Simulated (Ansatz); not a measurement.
# Ti2Ga: structure and electronic properties

This session takes Ti2Ga and sets out to relax cell and atoms, compute bands, density of states and charges and fit an equation of state.

Program: Ansatz 0.2.0. Level of theory: DFT r2SCAN, scalar-relativistic, plane waves, PAW. These are calculated values, not measurements.

## (1) The structure to begin with

It takes space group P6_3/mmc (No. 194, hexagonal). The conventional cell has a = 4.510 Å, b = 4.510 Å, c = 5.500 Å, α = 90.00°, β = 90.00°, γ = 120.00°. Ti (site symmetry -6m2) has 5 Ga at 2.60 to 2.75 Å and 6 Ti at 2.94 Å as nearest neighbours. Ti (site symmetry -3m) is surrounded by 8 Ti at 2.75 to 2.94 Å and 6 Ga at 2.94 Å. Ga (site symmetry -6m2) has 11 Ti at 2.60 to 2.94 Å as nearest neighbours.

Coordinates:

```cif
data_structure
_symmetry_space_group_name_H-M 'P6_3/mmc'
_symmetry_Int_Tables_number 194
_cell_length_a 4.5100
_cell_length_b 4.5100
_cell_length_c 5.5000
_cell_angle_alpha 90.000
_cell_angle_beta 90.000
_cell_angle_gamma 120.000
_cell_volume 96.88
loop_
_atom_site_label
_atom_site_type_symbol
_atom_site_symmetry_multiplicity
_atom_site_Wyckoff_symbol
_atom_site_fract_x
_atom_site_fract_y
_atom_site_fract_z
_atom_site_occupancy
Ti1 Ti 2 d 0.33333 0.66667 0.75000 1
Ti2 Ti 2 a 0.00000 0.00000 0.00000 1
Ga1 Ga 2 c 0.33333 0.66667 0.25000 1
```

The structure comes from the Crystallography Open Database.

(A quick probe on a coarse mesh, which set the mesh and smearing, is not shown.)

## (3) Full relaxation

input.yaml reads:

```yaml
crystal:
  lattice:
    - [4.5099980207, 0.0, 0.0]
    - [-2.2549990103, 3.9057728569, 0.0]
    - [0.0, 0.0, 5.5]
  atoms:
    - { symbol: Ti, position: [0.3333333333, 0.6666666667, 0.75] }
    - { symbol: Ti, position: [0.6666666667, 0.3333333333, 0.25] }
    - { symbol: Ti, position: [0.0, 0.0, 0.0] }
    - { symbol: Ti, position: [0.0, 0.0, 0.5] }
    - { symbol: Ga, position: [0.3333333333, 0.6666666667, 0.25] }
    - { symbol: Ga, position: [0.6666666667, 0.3333333333, 0.75] }
basis:
  ecutwfc: 500
kpoints:
  mp_grid: { grid: [9, 9, 8] }
hamiltonian:
  xc: r2scan
scf:
  occupations: { method: gaussian, width: 0.1 }
output:
  forces: true
  stress: true
  eigenvalues: true
relax:
  adjacent_minimum: "off"
  f_tol: 0.005
  max_steps: 80
  cell: { stress_tol: 0.05 }
```

Further runs follow: electronic structure at the relaxed geometry; volume × 0.97; point at V/V0 = 1.03; the cell scaled to 0.94 of its volume; the cell scaled to 1.06 of its volume.

Q: Predict the outcome of this session. Wanted: relaxed cell; volume; formation energy; gap; states at the Fermi level; Bader charges; equilibrium volume of the fit; bulk modulus.

**Answer**, as computed:

| quantity | value |
| --- | --- |
| relaxed cell | a = 4.502 Å, b = 4.502 Å, c = 5.456 Å, α = 90.00°, β = 90.00°, γ = 120.00° |
| space group (0.01 Å) | P6_3/mmc (No. 194) |
| volume | 15.96 Å³/atom |
| formation energy (elements from runs with the same settings, not shown) | -0.46 eV/atom |
| gap | none (metal) |
| states at the Fermi level | 6.62 per eV per cell |
| Bader charges | Ti +0.77 to +0.90, Ga -1.67 e |
| equilibrium volume of the fit | 15.95 Å³/atom |
| bulk modulus | 129 GPa |
| its pressure derivative | 4.0 |

What this shows: The relaxed volume is 1.2 % smaller than at the start. The start is a reported cell, which holds thermal expansion that this zero-temperature run lacks. There is no gap at this level. Of the projected weight within 0.25 eV of the Fermi level, the largest part is Ti 3d (92 %). Bader charges reach 1.7 e, so charge transfer in this metal is strong. The fit puts the minimum at 15.95 Å³/atom with B = 129 GPa and B' = 4.0.
